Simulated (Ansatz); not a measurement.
# CH3BFN: basis-set convergence

An exercise on one series of results from a longer session: the logs are not shown, and one member is left open.

Program: Ansatz 0.2.0, Gaussian basis. Level of theory: one geometry, several basis sets. These are calculated values, not measurements.

Levels to be run: PBE0-D4/def2-SVP; ωB97M-V/def2-SVP; PBE0-D4/def2-QZVPP; ωB97M-V/def2-QZVPP; the functionals' def2-TZVPP values are taken from earlier runs.

**The relaxed structure**

All runs share one geometry, relaxed beforehand with PBE0-D4 in a triple-zeta def2 set.

SMILES `FC1BN1`, 7 atoms, charge 0, spin multiplicity 1.

Atoms are counted from 1 here; the program's logs count them from 0.

Bond lengths: F1–C2 1.383 Å, C2–B3 1.547 Å, C2–N4 1.420 Å, C2–H5 1.087 Å, B3–N4 1.354 Å, B3–H6 1.181 Å, N4–H7 1.006 Å. Angles: F1–C2–B3 120.0°, F1–C2–N4 115.2°, F1–C2–H5 108.3°, B3–C2–N4 54.1°, B3–C2–H5 128.9°, N4–C2–H5 119.0°, C2–B3–N4 58.1°, C2–B3–H6 157.1°, N4–B3–H6 144.7°, C2–N4–B3 67.8°, C2–N4–H7 135.8°, B3–N4–H7 156.4°.

Geometry (Å):

```xyz
7

F    -0.67696   -1.66184   -0.32982
C    -0.61375   -0.28455   -0.22001
B     0.26026    0.36376    0.87972
N     0.67679    0.27741   -0.40568
H    -1.45662    0.13978   -0.76025
H     0.55923    0.71118    1.96861
H     1.31225    0.38627   -1.17827
```

The first run:

Contents of in.yaml:

```yaml
crystal:
  periodic: [false, false, false]
  atoms:
    - {symbol: F, position_ang: [-0.676964, -1.661841, -0.329824]}
    - {symbol: C, position_ang: [-0.613748, -0.284551, -0.220007]}
    - {symbol: B, position_ang: [0.260259, 0.363761, 0.879715]}
    - {symbol: N, position_ang: [0.676791, 0.277408, -0.405680]}
    - {symbol: H, position_ang: [-1.456619, 0.139780, -0.760249]}
    - {symbol: H, position_ang: [0.559229, 0.711176, 1.968612]}
    - {symbol: H, position_ang: [1.312251, 0.386265, -1.178268]}
basis:
  gaussian: {orbitals: def2-SVP}
hamiltonian: {xc: pbe0, dispersion: d4}
output: {orbitals: {seedname: orbitals}}
```

Started as:

```bash
$ ansatz run in.yaml --threads 2 --pin off --events-out ev --progress --plain --max-ram 4352MiB
```

Among the steps run: PBE0-D4 in def2-SVP; ωB97M-V in def2-SVP; PBE0-D4 in def2-QZVPP; ωB97M-V in def2-QZVPP.

One of the session's tables, all rows but one given; the rest of the session is left out.

It belongs to the step «Functionals by basis». 

```
functional       basis  HOMO (eV)  LUMO (eV)
   PBE0-D4    def2-SVP      -7.83       0.05
   PBE0-D4  def2-TZVPP      -7.96      -0.24
   PBE0-D4  def2-QZVPP      -8.00      -0.33
   ωB97M-V    def2-SVP          ?          ?
   ωB97M-V  def2-TZVPP     -10.28       1.65
   ωB97M-V  def2-QZVPP     -10.31       1.38
```

Estimate the missing values for ωB97M-V, def2-SVP.

**Answer.** HOMO (eV): -10.12; LUMO (eV): 2.16. In the column «HOMO (eV)» it lies between ωB97M-V, def2-TZVPP (-10.28) and PBE0-D4, def2-QZVPP (-8.00).
